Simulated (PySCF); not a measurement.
# [Tb(BH4)2]+: other functionals and bases at one geometry

How far do other levels of theory move the description of [Tb(BH4)2]+, and what does each cost? The species was built from a template and needn't be a known compound.

Computed with PySCF 2.14.0. Level: several levels, as the steps say, no spin–orbit coupling.

1 further run of the same task is left out (for a known fault of the program).

## 1. The starting structure

11 atoms, charge 1, spin multiplicity 1.

Bond lengths: Tb1–B2 2.377 Å, Tb1–H4 2.151 Å, Tb1–H5 2.237 Å, Tb1–H6 2.156 Å, Tb1–B7 2.377 Å, Tb1–H9 2.151 Å, Tb1–H10 2.237 Å, Tb1–H11 2.156 Å, B2–H3 1.197 Å, B2–H4 1.271 Å, B2–H5 1.260 Å, B2–H6 1.273 Å, B7–H8 1.197 Å, B7–H9 1.271 Å, B7–H10 1.260 Å, B7–H11 1.273 Å. Angles: B2–Tb1–H4 32.1°, B2–Tb1–H5 31.5°, B2–Tb1–H6 32.2°, B2–Tb1–B7 116.3°, B2–Tb1–H9 92.5°, B2–Tb1–H10 146.4°, B2–Tb1–H11 104.3°, H4–Tb1–H5 54.4°, H4–Tb1–H6 55.0°, H4–Tb1–B7 92.5°, H4–Tb1–H9 81.0°, H4–Tb1–H10 123.6°, H4–Tb1–H11 73.1°, H5–Tb1–H6 54.2°, H5–Tb1–B7 146.4°, H5–Tb1–H9 123.6°, H5–Tb1–H10 177.9°, H5–Tb1–H11 124.3° and more.

Geometry (Å):

```
atom    x (Å)    y (Å)    z (Å)
 Tb1   0.0000   0.0000  -0.2014
  B2   2.0186  -0.0257   1.0529
  H3   2.9866  -0.0203   1.7577
  H4   1.1178  -0.8378   1.4339
  H5   2.2158  -0.3062  -0.1596
  H6   1.4011   1.0872   1.0247
  B7  -2.0186   0.0257   1.0529
  H8  -2.9866   0.0203   1.7576
  H9  -1.1178   0.8378   1.4339
 H10  -2.2158   0.3062  -0.1597
 H11  -1.4011  -1.0872   1.0247
```

Formal oxidation states: Tb +3. Each metal's 8 4f electrons lie in its core potential, so multiplicities, spins and levels count the valence alone. An earlier session relaxed this geometry at PBE0, Tb lcecp-1-SVP with ECP54, B def2-SVP, H def2-SVP (singlet, point group C2).

At PBE0 on the finer grid: E = -90.633774 Eh, HOMO -14.01 eV, LUMO -7.70 eV, Mulliken charge on Tb1 +1.08 e, largest force component 0.005 eV/Å. 

Levels to run: r2SCAN; revPBE; PBE0, TZVP. Hardware: 2 threads of Arm Neoverse V1, shared host.

## 2. r2SCAN

The input, run.py (the lines that set the calculation):

```python
mol = gto.M(atom='''
Tb     0.00000     0.00000    -0.20143
B      2.01859    -0.02573     1.05294
H      2.98659    -0.02027     1.75767
H      1.11780    -0.83781     1.43389
H      2.21580    -0.30624    -0.15963
H      1.40111     1.08720     1.02470
B     -2.01860     0.02574     1.05290
H     -2.98662     0.02029     1.75762
H     -1.11782     0.83783     1.43386
H     -2.21579     0.30624    -0.15967
H     -1.40113    -1.08719     1.02468''',
    basis={'Tb': 'lcecp-1-SVP', 'B': 'def2-SVP', 'H': 'def2-SVP'},
    ecp={'Tb': 'lcecp-1-SVP'},
    charge=1, spin=0)
mf = dft.RKS(mol, xc='R2SCAN')
mf.grids.atom_grid = (75, 302)  # f atoms: unpruned, at least (60, 302)
mf = mf.density_fit()  # fitting sets: Tb AutoAux, B def2-universal-JKFIT, H def2-universal-JKFIT
mf.conv_tol = 1e-08; mf.max_cycle = 55
mf.kernel(dm0)  # dm0: the density of the relaxed state
```

Command:

```console
$ OMP_NUM_THREADS=2 python run.py
```

## 3. revPBE

Edit run.py (the lines that set the calculation) of step 2 so:

```diff
@@ -15,3 +15,3 @@
     charge=1, spin=0)
-mf = dft.RKS(mol, xc='R2SCAN')
+mf = dft.RKS(mol, xc='PBE_R,PBE')
 mf.grids.atom_grid = (75, 302)  # f atoms: unpruned, at least (60, 302)
```

## 4. PBE0, TZVP

Basis: Tb lcecp-1-TZVP with ECP54, B def2-TZVP, H def2-TZVP. 

Edit run.py (the lines that set the calculation) of step 3 so:

```diff
@@ -12,6 +12,6 @@
 H     -1.40113    -1.08719     1.02468''',
-    basis={'Tb': 'lcecp-1-SVP', 'B': 'def2-SVP', 'H': 'def2-SVP'},
-    ecp={'Tb': 'lcecp-1-SVP'},
+    basis={'Tb': 'lcecp-1-TZVP', 'B': 'def2-TZVP', 'H': 'def2-TZVP'},
+    ecp={'Tb': 'lcecp-1-TZVP'},
     charge=1, spin=0)
-mf = dft.RKS(mol, xc='PBE_R,PBE')
+mf = dft.RKS(mol, xc='PBE0')
 mf.grids.atom_grid = (75, 302)  # f atoms: unpruned, at least (60, 302)
@@ -19,2 +19,2 @@
 mf.conv_tol = 1e-08; mf.max_cycle = 55
-mf.kernel(dm0)  # dm0: the density of the relaxed state
+mf.kernel(dm0)  # dm0: free metal ions and neutral atoms
```

Before running it: what results should come out? Wanted: for each run, HOMO; gap; charge on Tb1; dipole; largest force.

The runs gave:

| level | state | HOMO (eV) | gap (eV) | charge on Tb1 (e) | dipole (D) | largest force (eV/Å) | basis functions | time |
| --- | --- | --- | --- | --- | --- | --- | --- | --- |
| PBE0 (relaxed here) | singlet | -14.01 | 6.31 | 1.08 | 4.23 | 0.00 | 101 | 15 s |
| r2SCAN | singlet | -12.93 | 4.80 | 1.10 | 4.19 | 0.23 | 101 | 8.7 s |
| revPBE | singlet | -12.59 | 4.18 | 0.89 | 3.93 | 0.38 | 101 | 5.7 s |
| PBE0, TZVP | singlet | -14.02 | 6.36 | 1.38 | 4.20 | 0.26 | 157 | 12 s |

Times are on 2 threads of Arm Neoverse V1, shared host; the first row also made further properties. The dipole of a charged species depends on the origin, so these sizes hold for this origin alone.

In one basis the HOMO–LUMO gap runs from 4.18 eV (revPBE) to 6.31 eV (PBE0). The largest leftover force, 0.38 eV/Å with revPBE, stands at a geometry relaxed at another level. The Mulliken charge on Tb spans +0.89 to +1.38 e over the levels. With 4f in the core, its levels are missing from HOMO and gap. Total energies of different levels can't be compared. Spin–orbit coupling is left out throughout.
